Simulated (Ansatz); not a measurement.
**Ag: structure and electronic properties**

An exercise on one series of results from a longer session: the logs are not shown, and one member is left open.

This is Ag in the hcp structure; at room conditions it is fcc.

Computed with Ansatz 0.2.0 (DFT r2SCAN, scalar-relativistic, plane waves, PAW, unless a step's input says otherwise).

**The starting structure**

It takes space group P6_3/mmc (No. 194, hexagonal). The conventional cell has a = 2.930 Å, b = 2.930 Å, c = 4.790 Å, α = 90.00°, β = 90.00°, γ = 120.00°. Around Ag (site symmetry -6m2) lie 12 Ag at 2.93 Å.

Structure file:

```
Ag
1.0
     2.93000    0.00000    0.00000
    -1.46500    2.53745    0.00000
     0.00000    0.00000    4.79000
Ag
2
Direct
  0.33333 0.66667 0.25000
  0.66667 0.33333 0.75000
```

The structure comes from the Crystallography Open Database.

The first run:

(A quick probe on a coarse mesh, which set the mesh and smearing, is not shown.)

The input, input.yaml:

```yaml
crystal:
  lattice:
    - [2.93, 0.0, 0.0]
    - [-1.465, 2.5374544331, 0.0]
    - [0.0, 0.0, 4.79]
  atoms:
    - { symbol: Ag, position: [0.3333333333, 0.6666666667, 0.25] }
    - { symbol: Ag, position: [0.6666666667, 0.3333333333, 0.75] }
basis:
  ecutwfc: 500
kpoints:
  mp_grid: { grid: [18, 18, 10] }
hamiltonian:
  xc: r2scan
scf:
  occupations: { method: gaussian, width: 0.1 }
output:
  forces: true
  stress: true
  eigenvalues: true
relax:
  adjacent_minimum: "off"
  f_tol: 0.005
  max_steps: 80
  cell: { stress_tol: 0.05 }
```

On the command line:

```bash
> ansatz run input.yaml --threads 1 --pin off --max-ram 2560MiB --backend cpu --events-out ev --progress --plain --runs-dir out
```

Among the steps run: The relaxation; Bands, states and charges; Volume × 0.97; Volume × 1.03; The cell scaled to 0.94 of its volume; Point at V/V0 = 1.06.

One table of the session follows, with a row left open; its other results are not shown here.

It belongs to the step «Equation of state». 

| volume (Å³/atom) | energy above the lowest point (meV/atom) | pressure (GPa) |
| --- | --- | --- |
| 16.294 | 22.9 | 7.54 |
| 16.814 | 5.3 | 3.39 |
| 17.334 | 0.0 | -0.01 |
| 17.854 | ? | ? |
| 18.374 | 17.5 | -5.06 |

Estimate the missing values for volume (Å³/atom) = 17.854.

Worked estimate for «energy above the lowest point (meV/atom)». A straight line through the neighbours (17.334, 0.0) and (18.374, 17.5) gives 0.0 + (17.5 − 0.0) × (17.854 − 17.334) / (18.374 − 17.334) = 8.8; a parabola fitted to 3 rows on both sides gives 4.1.

The run gave: energy above the lowest point (meV/atom): 4.7; pressure (GPa): -2.79. In «energy above the lowest point (meV/atom)» the line misses by +4.1 and the parabola by -0.6.

To keep in mind: The start is a reported cell, which holds thermal expansion that this zero-temperature run lacks.
